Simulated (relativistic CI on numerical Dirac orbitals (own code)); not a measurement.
# Sm: one ion under different settings

Aim: see what numerical and physical settings do to the SCF, the total energy and the lowest levels of Sm.

The numbers are computed with relativistic CI on numerical Dirac orbitals (own code) version 3 (Dirac-Coulomb-Breit CI, KLI orbitals optimised for each configuration, model QED (radiative potential, 1s self-energy scaled to tabulated hydrogen-like ionisation energies), numerical settings as typed), except any that are marked as measured or tabulated.

### Step 1. The atom as given

| Item | Value |
| --- | --- |
| ion | Sm (Sm I) |
| nuclear charge | 62 |
| electrons | 62 |
| isotope | A = 152 |

### Step 2. The usual input

Settings of the run:

```ini
atom Sm  Z=62  charge=0  electrons=62
nucleus A=152  rms_radius_fm=5.0819
hamiltonian dirac-coulomb  breit=on  qed=on  c_scale=1
orbitals kli  potential=per-configuration
slater_scale 1
correlation none
mixing on
grid step=0.0125 r_max=259.4
scf mixing=0.4 start=green max_iterations=150 tolerance=2e-08 node_fill=0.05
configurations
  [Xe] 4f6 6s2
end
```

Run with:

```
$ python run_levels.py task.json out
```

One command runs all members of the session, one after another, from task.json.

### Step 3. Breit term off

Settings: those of step 2 with these lines changed.

```diff
@@ -2,3 +2,3 @@
 nucleus A=152  rms_radius_fm=5.0819
-hamiltonian dirac-coulomb  breit=on  qed=on  c_scale=1
+hamiltonian dirac-coulomb  breit=off  qed=on  c_scale=1
 orbitals kli  potential=per-configuration
```

### Step 4. Grid step 0.006

Settings of the run:

```ini
atom Sm  Z=62  charge=0  electrons=62
nucleus A=152  rms_radius_fm=5.0819
hamiltonian dirac-coulomb  breit=on  qed=on  c_scale=1
orbitals kli  potential=per-configuration
slater_scale 1
correlation none
mixing on
grid step=0.006 r_max=259.4
scf mixing=0.4 start=green max_iterations=150 tolerance=2e-08 node_fill=0.05
configurations
  [Xe] 4f6 6s2
end
```

### Step 5. Node fill 0.01, grid step 0.008, QED terms off

Settings of the run:

```ini
atom Sm  Z=62  charge=0  electrons=62
nucleus A=152  rms_radius_fm=5.0819
hamiltonian dirac-coulomb  breit=on  qed=off  c_scale=1
orbitals kli  potential=per-configuration
slater_scale 1
correlation none
mixing on
grid step=0.008 r_max=259.4
scf mixing=0.4 start=green max_iterations=150 tolerance=2e-08 node_fill=0.01
configurations
  [Xe] 4f6 6s2
end
```

### Step 6. Tolerance 1e-10, grid step 0.008, QED terms off

Settings: those of step 5 with these lines changed.

```diff
@@ -8,3 +8,3 @@
 grid step=0.008 r_max=259.4
-scf mixing=0.4 start=green max_iterations=150 tolerance=2e-08 node_fill=0.01
+scf mixing=0.4 start=green max_iterations=150 tolerance=1e-10 node_fill=0.05
 configurations
```

### Step 7. Tolerance 0.3

Settings of the run:

```ini
atom Sm  Z=62  charge=0  electrons=62
nucleus A=152  rms_radius_fm=5.0819
hamiltonian dirac-coulomb  breit=on  qed=on  c_scale=1
orbitals kli  potential=per-configuration
slater_scale 1
correlation none
mixing on
grid step=0.0125 r_max=259.4
scf mixing=0.4 start=green max_iterations=80 tolerance=0.3 node_fill=0.05
configurations
  [Xe] 4f6 6s2
end
```

### Step 8. End of the grid 64.85

Settings: those of step 7 with these lines changed.

```diff
@@ -7,4 +7,4 @@
 mixing on
-grid step=0.0125 r_max=259.4
-scf mixing=0.4 start=green max_iterations=80 tolerance=0.3 node_fill=0.05
+grid step=0.0125 r_max=64.85
+scf mixing=0.4 start=green max_iterations=91 tolerance=2e-08 node_fill=0.05
 configurations
```

(Steps that only read results are left out.)

**Question.** What will these runs give? Wanted: lowest level, usual settings; total energy; first excitation.

The runs gave:

| setting | total energy less usual (Ha) | largest shift of a level among the lowest eight of both runs, same label and place (cm⁻¹) | SCF iterations | time | lowest level | kind of change |
| --- | --- | --- | --- | --- | --- | --- |
| usual | 0 | 0 | 32 | 0.28 s | 4f6 7F0 | - |
| Breit term off | -9.29 | 535 | 32 | 0.27 s | 4f6 7F0 | model term |
| grid step 0.006 | -0.000149 | 0 | 41 | 0.61 s | 4f6 7F0 | numerical |
| node fill 0.01, grid step 0.008, QED terms off | -6.22 | 214 | 35 | 0.37 s | 4f6 7F0 | model term |
| tolerance 1e-10, grid step 0.008, QED terms off | -6.22 | 20.9 | 40 | 0.4 s | 4f6 7F0 | model term |
| tolerance 0.3 | 0.0842 | 873 | 4 | 0.15 s | 4f6 7F0 | unsound |
| end of the grid 64.85 | 0 | 0 | 35 | 0.3 s | 4f6 7F0 | extreme, harmless here |

| quantity | value |
| --- | --- |
| lowest level, usual settings | 4f6 7F0 |
| total energy | -10413.8812 Ha |
| first excitation | 287.4 cm⁻¹ |

What this shows: Among the runs whose levels can be followed, they move most under «tolerance 0.3» (unsound), by up to 873 cm⁻¹. No visible change in the result comes from «end of the grid 64.85». Only the listed configurations are in the model. In a near-neutral ion this small CI can misplace whole configurations by 10,000 cm⁻¹ or more, above all where the count of f electrons changes.
